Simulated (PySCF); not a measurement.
**RuO₃: triplet, from a trigonal pyramidal start**

Where does triplet RuO₃ go from a trigonal pyramidal start, is the end point a minimum, and what are its modes, charges and moments?

Method: PBE0, basis Ru def2-TZVP with ECP28, O def2-TZVP, scalar-relativistic core potentials, no spin–orbit coupling, density fitting; program: PySCF 2.14.0.

## 1. Where the work starts

4 atoms, charge 0, spin multiplicity 3.

Bond lengths: Ru1–O2 1.710 Å, Ru1–O3 1.710 Å, Ru1–O4 1.710 Å. Angles: O2–Ru1–O3 99.8°, O2–Ru1–O4 99.8°, O3–Ru1–O4 99.8°.

```xyz
4
charge 0 multiplicity 3
Ru    0.0000    0.0000    0.0000
O     1.5098    0.0000    0.8028
O    -0.7549    1.3076    0.8028
O    -0.7549   -1.3076    0.8028
```

## 2. Finding the electronic state

The steps below are one call of a driver around PySCF. For each, scf.py gives the equivalent set-up of the SCF; relaxations use the driver's own optimiser. After this first run the driver tries any further starts and a stability analysis.

The input, scf.py:

```python
from pyscf import gto, scf, dft
mol = gto.M(atom='''
Ru     0.000000     0.000000     0.000000
O      1.509800     0.000000     0.802800
O     -0.754900     1.307600     0.802800
O     -0.754900    -1.307600     0.802800''',
    basis={'Ru': 'def2-TZVP', 'O': 'def2-TZVP'},
    ecp={'Ru': 'def2-TZVP'},
    charge=0, spin=2)
mf = dft.UKS(mol, xc='PBE0')
mf.grids.atom_grid = (50, 194)
aux = {'Ru': 'def2-universal-JKFIT', 'O': 'def2-universal-JKFIT'}
mf = mf.density_fit(auxbasis=aux)
mf.conv_tol = 1e-08
mf.diis_space = 10
mf.max_cycle = 60
mf.init_guess = 'minao'
mf.verbose = 4
mf.kernel()
```

Started as:

```console
> OMP_NUM_THREADS=4 python axn.py task.json out
```

The runs that follow: Trigonal pyramidal start, triplet: relaxation; Relaxing without the symmetry constraint; Hessian and properties; Following the imaginary mode; Is it a minimum? Harmonic modes.

What does the calculation give? Wanted: minimum; geometry; wavenumbers; dipole moment; highest occupied, lowest empty level; polar-tensor charge of Ru1; zero-point energy; atomisation energy; ⟨S²⟩.

As calculated:

| quantity | value |
| --- | --- |
| minimum | triplet, C2v |
| geometry | Ru–O 1.673 Å, Ru–O 1.695 Å (×2); O–Ru–O 111.0°, O–Ru–O 124.5° (×2) |
| wavenumbers (cm⁻¹) | 100 (b1), 181 (b2), 325 (a1), 801 (b2), 924 (a1), 944 (a1) |
| dipole moment | 0.72 D |
| highest occupied, lowest empty level (either spin) | -8.34, -5.50 eV |
| polar-tensor charge of Ru1 | +1.59 e |
| zero-point energy | 19.6 kJ/mol |
| entropy at 298.15 K | 310.1 J/(mol K) |
| atomisation energy (no zero-point energy) | 1305 kJ/mol |
| ⟨S²⟩ | 2.179 |

What this shows: From C3v at the start the molecule goes to a C2v minimum, after a stop at a saddle point 3.6 kJ/mol higher, from which it was pushed off along an imaginary mode. The strongest infrared band lies at 801 cm⁻¹ (b2, stretch). Most of the spin sits on Ru1 (Mulliken spin 1.31, against 2 for the whole molecule). Only this shape and spin were tried, so other structures or states may lie lower. Open d and f shells are described by one determinant, and the ground state may have another occupation or spin.
